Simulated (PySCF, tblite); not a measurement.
# C₄H₇BF₂O: geometry, infrared bands and NMR shifts

What infrared bands and NMR shifts should C₄H₇BF₂O (`C[C@@H](CC=O)B(F)F`) show?

Programs: tblite 0.8.0 and PySCF 2.14.0, with density-fitted response routines of our own. Each step states its level of theory. These are calculated values for one molecule in the gas phase, unless marked as measured. Atoms are numbered from 0 throughout.

**1. The starting structure**

15 atoms, charge 0, multiplicity 1; geometry from: force field or distance geometry start.

Bonds of the start (Å): C0–C1 1.53, C1–C2 1.50, C2–C3 1.49, C3–O4 1.22, C1–B5 1.60, B5–F6 1.45, B5–F7 1.47, C0–H8 1.11, C0–H9 1.12, C0–H10 1.09, C1–H11 1.10, C2–H12 1.13, C2–H13 1.09, C3–H14 1.10.

**2. Geometry optimisation with GFN2-xTB**

What the job is given:

```
{"job": {"kind": "relax", "xc": "GFN2-xTB", "basis": "xTB"}, "charge": 0, "multiplicity": 1}
C      0.757500    -1.212500     0.263800
C      0.358600     0.059000    -0.483400
C     -0.885000     0.672700     0.078900
C     -2.077100    -0.216000    -0.014800
O     -2.686400    -0.411300    -1.049800
B      1.557700     1.100800    -0.320500
F      2.922300     0.753200    -0.662300
F      1.403300     2.054100     0.787000
H      1.854600    -1.353000     0.135700
H      0.528600    -1.014800     1.347100
H      0.237200    -2.092500    -0.126900
H      0.239700    -0.223700    -1.543800
H     -1.125800     1.638200    -0.464000
H     -0.702700     0.961500     1.115000
H     -2.386900    -0.707700     0.916000
```

Started as:

```
$ OMP_NUM_THREADS=1 python probes_run.py task.json out
```

One launch serves the whole session: the jobs run in the order shown.

**Question.** This job is followed by: GFN2-xTB harmonic vibrations, gas phase; GIAO PBE0/pcSseg-1 NMR shielding, non-relativistic, gas phase. Predict these results of the whole session: strongest single infrared mode (GFN2-xTB); zero-point energy (GFN2-xTB); ¹³C shifts against TMS (PBE0/pcSseg-1); ¹H shifts against TMS (PBE0/pcSseg-1, means over atoms taken as alike); ¹⁷O shifts against H2O (PBE0/pcSseg-1); ¹¹B shifts against BF3·OEt2 (PBE0/pcSseg-1); ¹⁹F shifts against CFCl3 (PBE0/pcSseg-1, means over atoms taken as alike).

**Answer**, as computed:

```
                                                                 quantity                              value
                                strongest single infrared mode (GFN2-xTB)              1276 cm⁻¹, 338 km/mol
                                             zero-point energy (GFN2-xTB)                      68.8 kcal/mol
                                   ¹³C shifts against TMS (PBE0/pcSseg-1)        205.4, 50.5, 16.2, 14.0 ppm
   ¹H shifts against TMS (PBE0/pcSseg-1, means over atoms taken as alike)  10.17, 2.86, 2.27, 2.26, 1.05 ppm
                                   ¹⁷O shifts against H2O (PBE0/pcSseg-1)                          679.1 ppm
                              ¹¹B shifts against BF3·OEt2 (PBE0/pcSseg-1)                           29.2 ppm
¹⁹F shifts against CFCl3 (PBE0/pcSseg-1, means over atoms taken as alike)                          -72.9 ppm
```

What this shows: Over 159 steps the energy fell by 1.131 eV; of the close pairs, B5–F7 changed most, 1.469 to 1.320 Å. All 39 modes are real, so the xTB geometry is a minimum. The strongest single mode, at 1276 cm⁻¹, moves mainly B5. Unscaled tight-binding wavenumbers are off by several per cent, some by more. Its intensities can rank the bands wrongly. C3 (aldehyde carbonyl carbon) lies farthest downfield among carbon, at 205.4 ppm; the double bond to the heteroatom, with no lone-pair donor beside it, deshields it most. H14 (hydrogen on an aldehyde carbonyl carbon) lies farthest downfield among hydrogen, at 10.17 ppm; deshielded by the polar, anisotropic C=O bond. At PBE0/pcSseg-1: The widest tensor belongs to O4: span 1361 ppm, with a paramagnetic part of -745 ppm.
